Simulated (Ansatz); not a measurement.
# CH4BrInO: vertical ionisation energy

The task here is to estimate one member of a computed series from the others.

Computed with Ansatz 0.2.0, Gaussian basis. Level: unrestricted cation, the program's frozen cores in correlated methods.

The runs, in order: UKS PBE-D4/def2-TZVPP; UKS r2SCAN-D4/def2-TZVPP; UKS PBE0-D4/def2-TZVPP; UKS B3LYP-D4/def2-TZVPP; UKS wB97X-V/def2-TZVPP; UKS wB97M-V/def2-TZVPP; UKS B2PLYP/def2-TZVPP; UHF-CCSD(T)/def2-TZVPP; UHF-MP2/def2-QZVPP; extrapolation to the limit; then −ε(HOMO) from the neutral's earlier runs with LDA (SPW92), PBE-D4, revPBE-D4, BLYP-D4, r2SCAN-D4, B97M-V, PBE0-D4, B3LYP-D4, r2SCANh-D4, r2SCAN0-D4, HSE06-D4, BHLYP-D4, CAM-B3LYP-D4, LC-ωPBE, ωB97X-V, ωB97M-V.

## The geometry

An earlier PBE0-D4 in a triple-zeta def2 set relaxation fixed the geometry. In takes the def2 core potential; no spin-orbit term is included.

SMILES `[CH3][In]([OH])[Br]`, 8 atoms, charge 0, spin multiplicity 1.

Atoms are counted from 1 here; the program's logs count them from 0.

Bond lengths: C1–In2 2.123 Å, C1–H5 1.090 Å, C1–H6 1.090 Å, C1–H7 1.088 Å, In2–O3 1.976 Å, In2–Br4 2.486 Å, O3–H8 0.961 Å. Angles: In2–C1–H5 109.2°, In2–C1–H6 109.1°, In2–C1–H7 109.4°, H5–C1–H6 109.1°, H5–C1–H7 110.1°, H6–C1–H7 109.9°, C1–In2–O3 125.9°, C1–In2–Br4 124.1°, O3–In2–Br4 110.0°, In2–O3–H8 111.8°.

As a file:

```xyz
8
CH4BrInO
C    -0.5528    1.3828    0.1832
In    0.0872   -0.6227   -0.0947
O     1.9617   -1.2432   -0.1602
Br   -1.4553   -2.5499   -0.3857
H    -0.0890    2.0155   -0.5731
H    -0.2423    1.7223    1.1712
H    -1.6365    1.4310    0.0981
H     2.0192   -2.1929   -0.2946
```

The first run:

File in.yaml:

```yaml
crystal:
  periodic: [false, false, false]
  atoms:
    - {symbol: C, position_ang: [-0.552802, 1.382809, 0.183223]}
    - {symbol: In, position_ang: [0.087203, -0.622693, -0.094719]}
    - {symbol: O, position_ang: [1.961745, -1.243234, -0.160245]}
    - {symbol: Br, position_ang: [-1.455283, -2.549864, -0.385742]}
    - {symbol: H, position_ang: [-0.088972, 2.015464, -0.573065]}
    - {symbol: H, position_ang: [-0.242343, 1.722340, 1.171225]}
    - {symbol: H, position_ang: [-1.636501, 1.431018, 0.098069]}
    - {symbol: H, position_ang: [2.019154, -2.192942, -0.294646]}
basis:
  gaussian: {orbitals: def2-TZVPP}
total_charge: 1
magnetization: {spin_polarized: true, initial_magnetization: 1}
hamiltonian: {xc: pbe, dispersion: d4}
```

On the command line:

```bash
> ansatz run in.yaml --threads 2 --pin off --events-out ev --progress --plain --max-ram 22528MiB --backend cpu
```

Steps of the session up to this table: Cation, UKS PBE-D4/def2-TZVPP; Cation, UKS r2SCAN-D4/def2-TZVPP; Cation, UKS PBE0-D4/def2-TZVPP; Cation, UKS B3LYP-D4/def2-TZVPP; Cation, UKS wB97X-V/def2-TZVPP; Cation, UKS wB97M-V/def2-TZVPP; Cation, UKS B2PLYP (frozen core)/def2-TZVPP; Cation, UHF-CCSD(T)/def2-TZVPP; Cation, UHF-MP2/def2-QZVPP.

One of the session's tables, all rows but one given; the rest of the session is left out.

It belongs to the step «Ionisation energies side by side». For comparison, −ε(HOMO) of the neutral from earlier runs:

| functional | −ε(HOMO) (eV) |
| --- | --- |
| LDA (SPW92) | 6.89 |
| PBE-D4 | 6.71 |
| revPBE-D4 | 6.64 |
| BLYP-D4 | 6.54 |
| r2SCAN-D4 | 7.03 |
| B97M-V | ? |
| PBE0-D4 | 8.00 |
| B3LYP-D4 | 7.73 |
| r2SCANh-D4 | 7.50 |
| r2SCAN0-D4 | 8.21 |
| HSE06-D4 | 7.60 |
| BHLYP-D4 | 9.13 |
| CAM-B3LYP-D4 | 9.32 |
| LC-ωPBE | 10.72 |
| ωB97X-V | 10.35 |
| ωB97M-V | 10.22 |

Q: Estimate the row for B97M-V from the others.

The run gave: −ε(HOMO) (eV): 7.08. In the column «−ε(HOMO) (eV)» it lies between r2SCAN-D4 (7.03) and r2SCANh-D4 (7.50).
